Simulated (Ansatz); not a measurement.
# AlBF3: the cost of one run

Computed with Ansatz 0.2.0 (MP2 on unrestricted Hartree-Fock, Gaussian basis cc-pV(T+d)Z, unless a step's input says otherwise).

## 1. The system as given

Bond lengths: B1–F3 1.587 Å, Al2–F3 1.634 Å, B1–F4 1.256 Å, B1–F5 1.283 Å. Angles: B1–F3–Al2 112.8°, F3–B1–F4 120.6°, F3–B1–F5 119.1°, F4–B1–F5 120.2°.

Coordinates:

```xyz
5

B     0.0162   -0.0061   -0.0053
Al   -0.0107    0.0087    2.6770
F     0.0174    0.8924    1.3032
F     1.0975   -0.3854   -0.5206
F    -1.1032   -0.4038   -0.4887
```

## 2. Relaxing the atoms: AlBF3

input.yaml

```yaml
relax:
  f_tol: 0.001
  max_steps: 200
crystal:
  periodic: [false, false, false]
  atoms:
    - { symbol: B, position_ang: [0.016243, -0.006118, -0.005282] }
    - { symbol: Al, position_ang: [-0.01073, 0.008654, 2.676985] }
    - { symbol: F, position_ang: [0.017448, 0.892388, 1.30319] }
    - { symbol: F, position_ang: [1.097506, -0.385379, -0.520601] }
    - { symbol: F, position_ang: [-1.103224, -0.403841, -0.488662] }
magnetization:
  spin_polarized: true
  initial_magnetization: 1
basis:
  gaussian: { orbitals: "cc-pV(T+d)Z.json" }
hamiltonian:
  xc: hf
correlation:
  method: mp2
```

Launch:

```
> ansatz run input.yaml --threads 4 --pin off --max-ram 8192MiB --backend cpu --events-out ev --progress --plain --runs-dir out
```

Q: Estimate wall time and peak memory on 4 threads of AMD EPYC 7R43 (Zen 3), shared host.

About 2.9 min, with a peak of 0.79 GiB.
